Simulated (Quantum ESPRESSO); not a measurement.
Runs of Quantum ESPRESSO 7.5 on CuF2. It takes space group R-3m (No. 166, trigonal). Conventional cell: a = 3.027 Å, b = 3.027 Å, c = 13.726 Å, α = 90.00°, β = 90.00°, γ = 120.00°. Cu (site symmetry -3m) is surrounded by 6 F at 2.07 Å. Around F (site symmetry 3m) lie 3 Cu at 2.07 Å. The cell was built by a generator and needn't be a form met in nature.

| level | U | gap on the mesh (eV) | pressure (GPa) | moment (μB) | largest force (eV/Å) |
| --- | --- | --- | --- | --- | --- |
| LDA+U | Cu d U = 2 eV | none | -9.8 | 1.00 | 1.33 |
| LDA+U | Cu d U = 4 eV | none | -9.9 | 1.00 | 1.31 |
| LDA | - | none | -10.2 | 1.00 | (a) |
| LDA+U | Cu d U = 1 eV | none | (b) | 1.00 | 1.34 |
| LDA+U | Cu d U = 3 eV | none | (c) | 1.00 | 1.32 |

Alike in all rows: task single point; potentials or basis GBRV 1.5 LDA; spin collinear, ferromagnetic start; cell as given; k mesh 7 × 7 × 7; cutoff (eV) 762; smearing gaussian 0.05 eV.

**Question.** Estimate the missing entries.

**Answer.** (a) 1.35; (b) -10.0; (c) -9.7.

Caveats: a cell with one magnetic atom can't hold antiferromagnetic order, which such compounds often take; forces of over 1 eV/Å show positions far from the minimum, so gaps and moduli don't describe the material at rest; semilocal functionals often make such compounds metallic where correlation or magnetic order opens a gap, which also shifts bond lengths (some runs).

A gap of «none» marks a metal or a gap under the smearing width.
